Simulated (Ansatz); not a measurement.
# C2H6BFS: basis-set convergence

One table from this session's results is given with a row withheld; the runs are named, their logs left out.

The runs use Ansatz 0.2.0, Gaussian basis; one geometry, several basis sets.

The runs, in order: PBE0-D4/def2-SVP; ωB97M-V/def2-SVP; PBE0-D4/def2-QZVPP; ωB97M-V/def2-QZVPP; the functionals' def2-TZVPP values are taken from earlier runs.

### The relaxed structure

An earlier PBE0-D4 in a triple-zeta def2 set relaxation fixed the geometry.

SMILES `CSB(C)F`, 11 atoms, charge 0, spin multiplicity 1.

Atoms are counted from 1 here; the program's logs count them from 0.

Bond lengths: C1–S2 1.808 Å, C1–H6 1.089 Å, C1–H7 1.089 Å, C1–H8 1.089 Å, S2–B3 1.799 Å, B3–C4 1.560 Å, B3–F5 1.336 Å, C4–H9 1.094 Å, C4–H10 1.089 Å, C4–H11 1.096 Å. Angles: S2–C1–H6 106.6°, S2–C1–H7 111.1°, S2–C1–H8 111.2°, H6–C1–H7 108.8°, H6–C1–H8 108.8°, H7–C1–H8 110.2°, C1–S2–B3 103.9°, S2–B3–C4 127.5°, S2–B3–F5 114.1°, C4–B3–F5 118.4°, B3–C4–H9 109.7°, B3–C4–H10 115.1°, B3–C4–H11 108.8°, H9–C4–H10 108.7°, H9–C4–H11 106.2°, H10–C4–H11 107.9°.

The first run:

in.yaml reads:

```yaml
crystal:
  periodic: [false, false, false]
  atoms:
    - {symbol: C, position_ang: [-0.368560, 1.347826, 1.126677]}
    - {symbol: S, position_ang: [-0.530000, 1.470861, -0.670167]}
    - {symbol: B, position_ang: [-0.020238, -0.149446, -1.261350]}
    - {symbol: C, position_ang: [0.441912, -1.370458, -0.406651]}
    - {symbol: F, position_ang: [-0.072267, -0.286075, -2.589327]}
    - {symbol: H, position_ang: [-0.697664, 2.302559, 1.535071]}
    - {symbol: H, position_ang: [0.667248, 1.179856, 1.417271]}
    - {symbol: H, position_ang: [-1.002708, 0.557938, 1.525394]}
    - {symbol: H, position_ang: [1.342630, -1.809082, -0.846425]}
    - {symbol: H, position_ang: [0.635177, -1.153577, 0.642979]}
    - {symbol: H, position_ang: [-0.330026, -2.147403, -0.452772]}
basis:
  gaussian: {orbitals: def2-SVP}
hamiltonian: {xc: pbe0, dispersion: d4}
output: {orbitals: {seedname: orbitals}}
```

Steps of the session up to this table: PBE0-D4 in def2-SVP; ωB97M-V in def2-SVP; PBE0-D4 in def2-QZVPP; ωB97M-V in def2-QZVPP.

One of the session's tables, all rows but one given; the rest of the session is left out.

It belongs to the step «Density functionals: the series». 

```
functional       basis  HOMO (eV)  LUMO (eV)
   PBE0-D4    def2-SVP          ?          ?
   PBE0-D4  def2-TZVPP      -7.41      -0.09
   PBE0-D4  def2-QZVPP      -7.43      -0.16
   ωB97M-V    def2-SVP      -9.48       2.24
   ωB97M-V  def2-TZVPP      -9.59       1.92
   ωB97M-V  def2-QZVPP      -9.62       1.48
```

Q: Estimate the row for PBE0-D4, def2-SVP from the others.

As computed: HOMO (eV): -7.32; LUMO (eV): 0.15. In the column «HOMO (eV)» it is the highest.
